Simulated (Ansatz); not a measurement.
**C2H8BNSn: up Jacob's ladder to CCSD(T)**

Aim: compute C2H8BNSn with functionals from several rungs and with coupled cluster, and see how far each lands from CCSD(T) at the basis-set limit for the atomisation energy.

Program: Ansatz 0.2.0, Gaussian basis. Level of theory: functionals in def2-TZVPP, the program's frozen cores in correlated methods. These are calculated values, not measurements.

Plan: PBE-D4, r2SCAN-D4, PBE0-D4, B3LYP-D4, ωB97X-V, ωB97M-V, B2PLYP; CCSD(T)/def2-TZVPP; MP2/def2-QZVPP; extrapolation to the limit.

## (1) The geometry

All runs share one geometry, relaxed beforehand with PBE0-D4 in a triple-zeta def2 set. Sn takes the def2 core potential; no spin-orbit term is included.

SMILES `B/C(N)=[CH]/[SnH3]`, 13 atoms, charge 0, spin multiplicity 1.

Atoms are counted from 1 here; the program's logs count them from 0.

Bond lengths: B1–C2 1.544 Å, B1–H6 1.193 Å, B1–H7 1.200 Å, C2–N3 1.378 Å, C2–C4 1.358 Å, N3–H8 1.005 Å, N3–H9 1.008 Å, C4–Sn5 2.120 Å, C4–H10 1.083 Å, Sn5–H11 1.706 Å, Sn5–H12 1.708 Å, Sn5–H13 1.715 Å. Angles: C2–B1–H6 119.5°, C2–B1–H7 120.6°, H6–B1–H7 119.9°, B1–C2–N3 118.8°, B1–C2–C4 116.9°, N3–C2–C4 124.3°, C2–N3–H8 116.5°, C2–N3–H9 118.7°, H8–N3–H9 114.3°, C2–C4–Sn5 126.4°, C2–C4–H10 116.3°, Sn5–C4–H10 117.3°, C4–Sn5–H11 109.9°, C4–Sn5–H12 111.6°, C4–Sn5–H13 109.3°, H11–Sn5–H12 109.0°, H11–Sn5–H13 109.2°, H12–Sn5–H13 107.8°.

## (2) PBE-D4 (GGA)

Input file in.yaml:

```yaml
crystal:
  periodic: [false, false, false]
  atoms:
    - {symbol: B, position_ang: [-0.878872, 2.127198, 0.345042]}
    - {symbol: C, position_ang: [-0.368599, 0.671282, 0.393501]}
    - {symbol: N, position_ang: [-0.117181, 0.096521, 1.619982]}
    - {symbol: C, position_ang: [-0.159798, 0.054153, -0.797978]}
    - {symbol: Sn, position_ang: [0.728100, -1.848870, -1.089899]}
    - {symbol: H, position_ang: [-1.265383, 2.580506, -0.688748]}
    - {symbol: H, position_ang: [-0.862969, 2.812653, 1.330097]}
    - {symbol: H, position_ang: [-0.013539, 0.724619, 2.397302]}
    - {symbol: H, position_ang: [0.479079, -0.715557, 1.661090]}
    - {symbol: H, position_ang: [-0.471978, 0.598189, -1.681371]}
    - {symbol: H, position_ang: [1.705894, -1.825234, -2.487406]}
    - {symbol: H, position_ang: [-0.451425, -3.073309, -1.257815]}
    - {symbol: H, position_ang: [1.696972, -2.236750, 0.271004]}
basis:
  gaussian: {orbitals: def2-TZVPP}
hamiltonian: {xc: pbe, dispersion: d4}
output: {forces: true, orbitals: {seedname: orbitals}}
```

Command:

```
$ ansatz run in.yaml --threads 2 --pin off --events-out ev --progress --plain --max-ram 32768MiB --backend cuda --devices 0, --max-vram 18GiB
```

The runs that follow: r2SCAN-D4 (meta-GGA); PBE0-D4 (hybrid); B3LYP-D4 (hybrid); ωB97X-V (range-separated); ωB97M-V (range-separated); B2PLYP (double hybrid); CCSD(T) in def2-TZVPP; MP2 in def2-QZVPP.

Before running them: what should the planned runs give, taken together? Wanted: atomisation energy, CCSD(T)/CBS; farthest; mean size of error, hybrid; mean size of error, range-separated; gap, smallest and largest; T1 diagnostic; triples share of the correlation energy.

As calculated:

```
                               quantity                                           value
        atomisation energy, CCSD(T)/CBS                                       45.864 eV
    functionals within 0.459 eV (1.0 %)  r2SCAN-D4, PBE0-D4, B3LYP-D4, ωB97X-V, ωB97M-V
                               farthest                              PBE-D4 (+0.915 eV)
             mean size of error, hybrid                                        0.175 eV
    mean size of error, range-separated                                        0.175 eV
              gap, smallest and largest             2.46 eV (PBE-D4), 8.73 eV (ωB97X-V)
                          T1 diagnostic                                          0.0139
triples share of the correlation energy                                           3.8 %
```

In words: PBE-D4 is off by +0.915 eV. Double hybrids carry the basis error of their MP2 part in triple zeta, and no dispersion term here, so their miss is partly the set-up's. The reference freezes the cores and leaves out spin-orbit coupling and excitations past (T), and its outer-core shells are covered unevenly, so misses under about 0.459 eV can't be ranked. All levels share the lack of spin-orbit coupling, which lowers the free heavy atoms and so the true binding. Hartree-Fock recovers 72 % of the binding; the rest is correlation. The gap grows from 2.5 to 8.7 eV across the functionals, mostly with the share of exact exchange. The restricted reference is unstable towards a spin-broken one. Correlated methods include outer-core shells of Sn, which these sets cover unevenly.
